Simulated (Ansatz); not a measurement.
# FH4NSiZn: the cost of one run

The runs use Ansatz 0.2.0, Gaussian basis; the settings change from run to run.

### Step 1. The geometry

An earlier PBE0-D4 in a triple-zeta def2 set relaxation fixed the geometry.

8 atoms, charge 0, spin multiplicity 1.

Atoms are counted from 1 here; the program's logs count them from 0.

Bond lengths: N1–Zn2 1.818 Å, N1–H5 1.009 Å, N1–H6 1.009 Å, Zn2–Si3 2.358 Å, Si3–F4 1.615 Å, Si3–H7 1.490 Å, Si3–H8 1.490 Å. Angles: Zn2–N1–H5 121.4°, Zn2–N1–H6 121.4°, H5–N1–H6 109.1°, N1–Zn2–Si3 176.3°, Zn2–Si3–F4 109.8°, Zn2–Si3–H7 113.2°, Zn2–Si3–H8 113.3°, F4–Si3–H7 106.6°, F4–Si3–H8 106.6°, H7–Si3–H8 106.7°.

### Step 2. B97/aug-pcseg-2

Options: atoms shaken by 0.08 Å, a grid of angular degree 11, relativity set to scalar.

Contents of in.yaml:

```yaml
crystal:
  periodic: [false, false, false]
  atoms:
    - {symbol: N, position_ang: [-1.030703, 2.133865, -0.324495]}
    - {symbol: Zn, position_ang: [-0.222351, 0.583369, -0.094318]}
    - {symbol: Si, position_ang: [0.792963, -1.458569, 0.302733]}
    - {symbol: F, position_ang: [0.967219, -2.427946, -0.988834]}
    - {symbol: H, position_ang: [-1.953861, 2.416426, -0.464420]}
    - {symbol: H, position_ang: [-0.525437, 2.882997, -0.718182]}
    - {symbol: H, position_ang: [2.274303, -1.485153, 0.897526]}
    - {symbol: H, position_ang: [-0.057611, -2.349671, 1.271172]}
basis:
  gaussian: {orbitals: aug-pcseg-2, final_grid: {core_spheres: 5, valence_spheres: 4, degree: 11}}
hamiltonian: {xc: {name: B97}, pseudopotentials: {relativity: scalar}}
output: {forces: true}
```

Started as:

```
> ansatz run in.yaml --threads 4 --pin off --events-out ev --progress --plain --max-ram 10444MiB
```

Q: Estimate wall time and peak memory on 4 threads of Arm Neoverse V2, shared host.

About 7 s, with a peak of 1.2 GiB.
